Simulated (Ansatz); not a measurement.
# GdO: energy and pressure over a range of volumes

An exercise on one series of results from a longer session: the logs are not shown, and one member is left open.

Computed with Ansatz 0.2.0 (DFT PBEsol, scalar-relativistic, unless a step's input says otherwise).

**The structure to begin with**

The structure is cubic, space group F-43m (No. 216). Conventional cell: a = 5.392 Å, b = 5.392 Å, c = 5.392 Å, α = 90.00°, β = 90.00°, γ = 90.00°. Gd (site symmetry -43m) is surrounded by 4 O at 2.33 Å. Around O (site symmetry -43m) lie 4 Gd at 2.33 Å.

As a file:

```
Gd O
1.0
     0.00000    2.69613    2.69613
     2.69613    0.00000    2.69613
     2.69613    2.69613    0.00000
Gd O
1 1
Direct
  0.00000 0.00000 0.00000
  0.75000 0.75000 0.75000
```

Structure from a Materials Project entry, not relaxed further.

Atoms are numbered in the order of the input: Gd1, O2.

The first run:

input.yaml reads:

```yaml
crystal:
  lattice:
    - [0.0, 2.64156361, 2.64156361]
    - [2.64156361, 0.0, 2.64156361]
    - [2.64156361, 2.64156361, 0.0]
  atoms:
    - { symbol: Gd, position: [0.0, 0.0, 0.0], spin: 7.0 }
    - { symbol: O, position: [0.75, 0.75, 0.75] }
magnetization:
  spin_polarized: true
kpoints:
  mp_grid: { grid: [13, 13, 13] }
scf:
  occupations: { method: fermi_dirac, width: 0.08 }
hamiltonian:
  xc: pbesol
  pseudopotentials: { kind: all_electron, lapw: { basis_error: 0.001 } }
output:
  forces: true
  stress: true
  eigenvalues: true
```

Started as:

```console
$ ansatz run input.yaml --threads 1 --pin off --max-ram 3072MiB --backend cpu --events-out ev --progress --plain --runs-dir out
```

Among the steps run: Volume × 0.9405, LAPW; Volume × 0.9405, PAW; Volume × 0.9405, crystal datasets; Volume × 0.97, LAPW; Volume × 0.97, PAW; Volume × 1.03, LAPW; Volume × 1.03, PAW; Volume × 1.06, LAPW; Volume × 1.06, PAW; Volume × 1.06, crystal datasets.

One of the session's tables, all rows but one given; the rest of the session is left out.

```
          method  volume (Å³/atom)  pressure (GPa)  moment Gd1 (μB)
            LAPW            18.432            1.93             6.98
            LAPW            19.011           -1.26             6.98
            LAPW            19.599           -4.03             6.99
            LAPW            20.187               ?                ?
            LAPW            20.774           -8.37             6.99
             PAW            18.432            1.92             6.77
             PAW            19.011           -1.27             6.79
             PAW            19.599           -4.04             6.80
             PAW            20.187           -6.40             6.80
             PAW            20.774           -8.39             6.81
crystal datasets            18.432            1.93             6.77
crystal datasets            19.599           -4.03             6.79
crystal datasets            20.774           -8.37             6.80
```

Estimate the missing values for LAPW, 20.187.

The run gave: pressure (GPa): -6.38; moment Gd1 (μB): 6.99. In the column «pressure (GPa)» it lies between PAW, 20.187 (-6.40) and PAW, 19.599 (-4.04).

Caveats from the session: No U acts on the open f shell, so these are results of the method and may differ from the real material's. Warnings in the runs' records: gradients without spin orbit, crystal datasets made, stability check not made.
